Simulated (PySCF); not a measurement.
# H15N5V ([V(NH3)5]3+): the cost of one run

Computed with PySCF 2.14.0 and routines of our own; the level stands in each step. Atoms count from 0.

## 1. The starting structure

21 atoms, charge 3, states of the metal's open shell are computed; geometry from: model start, shaken.

## 2. Relaxing the molecule at PBE0-D3(BJ)/def2-SVP

Job settings and geometry (Å):

```
{"job": {"xc": "PBE0", "basis": "def2-SVP", "d3": "d3bj", "grid": 1, "maxiter": 45, "solvent": "water", "kind": "geom"}, "charge": 3, "metal": "V", "open_shell": "d2"}
V      0.000020     0.004480    -0.004110
N     -0.013360    -0.006820     1.995130
H      0.943260     0.020100     2.392950
H     -0.480490     0.823450     2.405690
H     -0.469600    -0.830060     2.399900
N      0.010430    -0.020160    -2.016860
H     -0.970880    -0.019340    -2.427960
H      0.467650     0.797090    -2.396270
H      0.473530    -0.818910    -2.438090
N      2.001920    -0.000730     0.001700
H      2.377380     0.935190    -0.014680
H      2.388200    -0.455270     0.803990
H      2.399850    -0.457910    -0.824860
N     -1.006680     1.742370     0.000960
H     -1.218540     2.079900     0.962740
H     -0.516610     2.499700    -0.469390
H     -1.916560     1.700710    -0.459750
N     -1.022990    -1.739590     0.008650
H     -1.203000    -2.068510     0.941360
H     -1.896930    -1.649120    -0.481310
H     -0.490350    -2.493760    -0.469270
```

On the command line:

```bash
$ OMP_NUM_THREADS=1 python lf_run.py task.json out
```

One launch serves the whole session: the jobs run in the order shown.

Q: Estimate the wall time and peak memory of this first job on 1 thread of Intel Xeon 6975P-C, shared host.

About 7.7 min, with a peak of 1.6 GiB.
